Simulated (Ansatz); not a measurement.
# CaB2: the cost of one run

Computed with Ansatz 0.2.0 (DFT PBE, scalar-relativistic, plane waves, PAW, unless a step's input says otherwise).

2 further runs of the same task are left out: 2 set aside as unsound or not needed.

## 1. The system as given

Symmetry: P6/mmm, No. 191, hexagonal system. Conventional cell: a = 3.219 Å, b = 3.219 Å, c = 4.072 Å, α = 90.00°, β = 90.00°, γ = 120.00°. Ca (site symmetry 6/mmm) has 12 B at 2.76 Å as nearest neighbours. Around B (site symmetry -6m2) lie 3 B at 1.86 Å.

Coordinates:

```
Ca B
1.0
     3.21919    0.00000    0.00000
    -1.60959    2.78790    0.00000
     0.00000    0.00000    4.07152
Ca B
1 2
Cartesian
  0.0000 0.0000 0.0000
  0.0000 1.8586 2.0358
  1.6096 0.9293 2.0358
```

It goes back to an entry of the Materials Project, which need not be the stable form.

It is the result of an earlier relaxation at this level (volume 12.18 Å³/atom; gap on the mesh: none (metal)).

## 2. The reference cell

Reference values: F = -2129.1180 eV; pressure 0.01 GPa; largest force 0.000 eV/Å; gap on the mesh none (metal). It was computed beforehand with the settings of the runs below.

## 3. Breaking the symmetry

All B atoms moved 0.5 Å in one direction. Displacements in the unstrained cell, with the mean shift removed:

```tsv
atom	ux (Å)	uy (Å)	uz (Å)
Ca1	-0.051	0.175	0.279
B2	0.026	-0.088	-0.139
B3	0.026	-0.088	-0.139
```

## 4. The disturbed cell, one point

The input, input.yaml:

```yaml
crystal:
  lattice:
    - [3.219185156, 0.0, 0.0]
    - [-1.609592578, 2.7878961246, 0.0]
    - [0.0, 0.0, 4.071521213]
  atoms:
    - { symbol: Ca, position: [0.0156072589, 0.0629257349, 0.0684758734] }
    - { symbol: B, position: [0.3255297039, 0.6352037992, 0.4657620633] }
    - { symbol: B, position: [0.6588630372, 0.3018704659, 0.4657620633] }
basis:
  ecutwfc: 420
kpoints:
  mp_grid: { grid: [12, 12, 8] }
hamiltonian:
  xc: pbe
scf:
  occupations: { method: gaussian, width: 0.15 }
output:
  forces: true
  stress: true
  eigenvalues: true
```

Run with:

```console
$ ansatz run input.yaml --threads 1 --pin off --max-ram 2560MiB --backend cpu --events-out ev --progress --plain --runs-dir out
```

Q: Estimate wall time and peak memory on 1 thread of Intel Xeon at 2.50GHz (Skylake/Cascade Lake), shared host.

About 45 s, with a peak of 0.6 GiB.
